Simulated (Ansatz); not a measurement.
**CBClFN: one species, many methods**

One table from this session's results is given with a row withheld; the runs are named, their logs left out.

Program: Ansatz 0.2.0, Gaussian basis. Level of theory: functionals in def2-TZVPP, the program's frozen cores in correlated methods. These are calculated values, not measurements.

Levels to be run: LDA (SPW92), PBE-D4, revPBE-D4, BLYP-D4, r2SCAN-D4, B97M-V, PBE0-D4, B3LYP-D4, r2SCANh-D4, r2SCAN0-D4, HSE06-D4, BHLYP-D4, CAM-B3LYP-D4, LC-ωPBE, ωB97X-V, ωB97M-V, B2PLYP, PBE-QIDH; CCSD(T)/def2-SVP; CCSD(T)/def2-TZVPP; CCSD(T)/def2-QZVPP; extrapolation to the limit; RPA on PBE.

## The relaxed structure

All runs share one geometry, relaxed beforehand with PBE0-D4 in a triple-zeta def2 set.

5 atoms, charge 0, spin multiplicity 1.

Atoms are counted from 1 here; the program's logs count them from 0.

Bond lengths: N1–C2 1.151 Å, C2–B3 1.539 Å, B3–F4 1.307 Å, B3–Cl5 1.728 Å. Angles: N1–C2–B3 179.1°, C2–B3–F4 119.2°, C2–B3–Cl5 120.0°, F4–B3–Cl5 120.8°.

As a file:

```xyz
5
CBClFN
N     1.65785   -0.81552    1.10677
C     0.75190   -0.42905    0.51201
B    -0.44894    0.10938   -0.28526
F    -1.45814   -0.68381   -0.53264
Cl   -0.45277    1.74530   -0.84229
```

The first run:

File in.yaml:

```yaml
crystal:
  periodic: [false, false, false]
  atoms:
    - {symbol: N, position_ang: [1.657854, -0.815520, 1.106774]}
    - {symbol: C, position_ang: [0.751896, -0.429049, 0.512015]}
    - {symbol: B, position_ang: [-0.448942, 0.109382, -0.285261]}
    - {symbol: F, position_ang: [-1.458143, -0.683811, -0.532644]}
    - {symbol: Cl, position_ang: [-0.452766, 1.745299, -0.842286]}
basis:
  gaussian: {orbitals: def2-TZVPP}
hamiltonian: {xc: lda}
output: {orbitals: {seedname: orbitals}}
```

Launch:

```bash
$ ansatz run in.yaml --threads 2 --pin off --events-out ev --progress --plain --max-ram 32768MiB --backend cpu
```

Among the steps run: LDA; PBE-D4 (GGA); revPBE-D4 (GGA); BLYP-D4 (GGA); r2SCAN-D4 (meta-GGA); B97M-V (meta-GGA); PBE0-D4 (hybrid); B3LYP-D4 (hybrid); r2SCANh-D4 (hybrid); r2SCAN0-D4 (hybrid); HSE06-D4 (hybrid); BHLYP-D4 (hybrid); CAM-B3LYP-D4 (range-separated); LC-ωPBE (range-separated); ωB97X-V (range-separated); ωB97M-V (range-separated); B2PLYP (double hybrid); PBE-QIDH (double hybrid).

One of the session's tables, all rows but one given; the rest of the session is left out.

It belongs to the step «Orbital energies across the functionals». 

```
  functional  HOMO (eV)  LUMO (eV)  gap (eV)
 LDA (SPW92)      -8.86      -3.93      4.93
      PBE-D4          ?          ?         ?
   revPBE-D4      -8.61      -3.52      5.10
     BLYP-D4      -8.52      -3.48      5.04
   r2SCAN-D4      -9.04      -3.43      5.61
      B97M-V      -9.08      -3.31      5.77
     PBE0-D4     -10.15      -2.71      7.44
    B3LYP-D4      -9.86      -2.91      6.94
  r2SCANh-D4      -9.58      -3.09      6.48
  r2SCAN0-D4     -10.38      -2.58      7.80
    HSE06-D4      -9.74      -3.09      6.65
    BHLYP-D4     -11.45      -1.64      9.81
CAM-B3LYP-D4     -11.56      -1.56     10.00
     LC-ωPBE     -13.03      -0.37     12.66
     ωB97X-V     -12.60      -0.41     12.19
     ωB97M-V     -12.44      -0.51     11.93
```

**Question.** Estimate the row for PBE-D4.

The run gave: HOMO (eV): -8.68; LUMO (eV): -3.63; gap (eV): 5.05. In the column «HOMO (eV)» it lies between LDA (SPW92) (-8.86) and revPBE-D4 (-8.61).
